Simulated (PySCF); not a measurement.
**C4H6Cl2Si: electronic excitations**

Wanted: the electronic excitations of C4H6Cl2Si (`[SiH3]CC#CC(Cl)Cl`), by calculation.

The runs use PySCF 2.14.0, with density-fitted response routines of our own; the level of theory stands in each step. All values are computed, except where a source is named. Atoms count from 0, in the outputs and in this text.

### 1 The starting structure

13 atoms, charge 0, multiplicity 1; geometry from: GFN2-xTB.

Bonds of the start (Å): Si0–C1 1.92, C1–C2 1.43, C2–C3 1.20, C3–C4 1.43, C4–Cl5 1.80, C4–Cl6 1.80, Si0–H7 1.46, Si0–H8 1.46, Si0–H9 1.46, C1–H10 1.09, C1–H11 1.09, C4–H12 1.09.

### 2 Ultraviolet spectrum: PBE0/def2-SVPD

The job: settings as JSON, then the geometry in Å.

```
{"job": {"kind": "uv", "xc": "PBE0", "basis": "def2-SVPD", "nstates": 8, "ntriplets": 3}, "charge": 0, "multiplicity": 1}
Si     2.324620     0.171051     0.521285
C      1.077691    -0.998839    -0.351050
C     -0.244824    -0.446214    -0.337477
C     -1.339271     0.051330    -0.359264
C     -2.649526     0.622035    -0.291703
Cl    -2.658540     2.039475     0.815861
Cl    -3.833832    -0.588317     0.308753
H      2.354301     1.440964    -0.200717
H      1.904070     0.359908     1.907163
H      3.631036    -0.487717     0.461841
H      1.059780    -1.967147     0.152285
H      1.382709    -1.169376    -1.385054
H     -3.012600     0.973332    -1.259650
```

Method: TDDFT PBE0/def2-SVPD, vertical, gas phase, core orbitals frozen in the response.

On the command line:

```
$ OMP_NUM_THREADS=1 python probes_run.py task.json out
```

This one command runs all jobs of the session in turn.

Predict these results of the whole session: lowest singlet (PBE0/def2-SVPD); brightest single state of those computed; lowest triplet; surface potential, 1st and 99th percentile.

As calculated:

```
                                quantity                        value
         lowest singlet (PBE0/def2-SVPD)  5.48 eV (226 nm), f = 0.000
brightest single state of those computed  state 4, 6.54 eV, f = 0.179
                          lowest triplet                      4.71 eV
   surface potential, 1st and 99th percentile           -0.75 V and 1.39 V
```

What this shows: The first singlet state (HOMO→LUMO 0.83, HOMO→LUMO+1 0.09) lies at 5.48 eV and is dark; of the 8 states computed, the strongest absorption comes from state 4 at 6.54 eV. The lowest triplet lies 0.77 eV below the lowest singlet (triplets in Tamm-Dancoff, singlets in full TDDFT). By nearest atom (PBE0/def2-SVPD), the HOMO sits on C3 34 %; C2 25 % and the LUMO on Cl5, Cl6 about 23 % each; C4 22 %.
